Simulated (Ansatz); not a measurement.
**CH5BO2: molecular dynamics**

The plan is to follow the molecule's vibrations and see whether its bonds hold. The start is relaxed first. Runs: 500 steps of 0.25 fs at constant energy, with velocities drawn for 400 K. SMILES of the start: CB(O)O.

Program: Ansatz 0.2.0. Level of theory: RKS PBE0-D4/6-31G. These are calculated values, not measurements.

## (1) Starting point

Bond lengths: B1–C2 1.600 Å, C2–H3 1.110 Å, C2–H4 1.110 Å, C2–H5 1.110 Å, B1–O6 1.410 Å, O6–H7 1.010 Å, B1–O8 1.410 Å, O8–H9 1.010 Å. Angles: B1–C2–H3 109.5°, B1–C2–H4 109.5°, B1–C2–H5 109.5°, H3–C2–H4 109.4°, H3–C2–H5 109.4°, H4–C2–H5 109.4°, C2–B1–O6 120.0°, C2–B1–O8 120.0°, O6–B1–O8 120.0°, B1–O6–H7 109.5°, B1–O8–H9 109.5°.

Coordinates:

```xyz
9

B     0.0000    0.0000    0.0000
C     0.0000    0.0000    1.6000
H    -0.9996   -0.3092    1.9705
H     0.7676   -0.7111    1.9705
H     0.2320    1.0203    1.9705
O     1.2211    0.0000   -0.7050
H     1.5209   -0.9519   -0.8599
O    -1.2211    0.0000   -0.7050
H    -1.7308   -0.8467   -0.4965
```

## (2) Relaxing the start

input.yaml

```yaml
crystal:
  periodic: [false, false, false]
  atoms:
    - { symbol: B, position_ang: [0.0, 0.0, 0.0] }
    - { symbol: C, position_ang: [0.0, 0.0, 1.6] }
    - { symbol: H, position_ang: [-0.9996, -0.3092, 1.9705] }
    - { symbol: H, position_ang: [0.7676, -0.7111, 1.9705] }
    - { symbol: H, position_ang: [0.232, 1.0203, 1.9705] }
    - { symbol: O, position_ang: [1.2211, 0.0, -0.705] }
    - { symbol: H, position_ang: [1.5209, -0.9519, -0.8599] }
    - { symbol: O, position_ang: [-1.2211, 0.0, -0.705] }
    - { symbol: H, position_ang: [-1.7308, -0.8467, -0.4965] }
basis:
  gaussian: { orbitals: "6-31G" }
hamiltonian:
  xc: pbe0
  dispersion: d4
relax:
  f_tol: 0.02
  max_steps: 40
output:
  orbitals: {}
```

Run with:

```console
> ansatz run input.yaml --threads 1 --pin off --max-ram 2048MiB --backend cpu --events-out ev --progress --plain --runs-dir out
```

Further steps of the session: Dynamics.

Before running it: what results should come out? Wanted: relaxation of the start; temperature, first and last step; temperature, second half; potential energy, second half; largest change of the total energy; bonds formed or broken.

**Answer**, as computed:

| quantity | value |
| --- | --- |
| relaxation of the start | 7 moves, 1.214 eV lower |
| length | 500 steps of 0.25 fs |
| temperature, first and last step | 400 and 149 K |
| temperature, second half | mean 197 K, from 127 to 295 K |
| potential energy, second half | +20 meV/atom from the start |
| largest change of the total energy | 0.03 meV/atom |
| bonds formed or broken | 0 |

The temperature starts at 400 K and averages 197 K in the second half, where it ranges from 127 to 295 K. About half is expected from a start at a minimum: kinetic energy passes into potential energy until both shares match. The total energy strays from its start by at most 0.03 meV/atom, 0.1 % of the mean kinetic energy, which is good for a step of 0.25 fs. The bonding pattern survives the run. A run of 125 fs with 9 atoms shows the motion but fixes no equilibrium value. The nuclei move classically, without zero-point motion, which matters most for hydrogen. In so small a basis the energies are only a sketch.
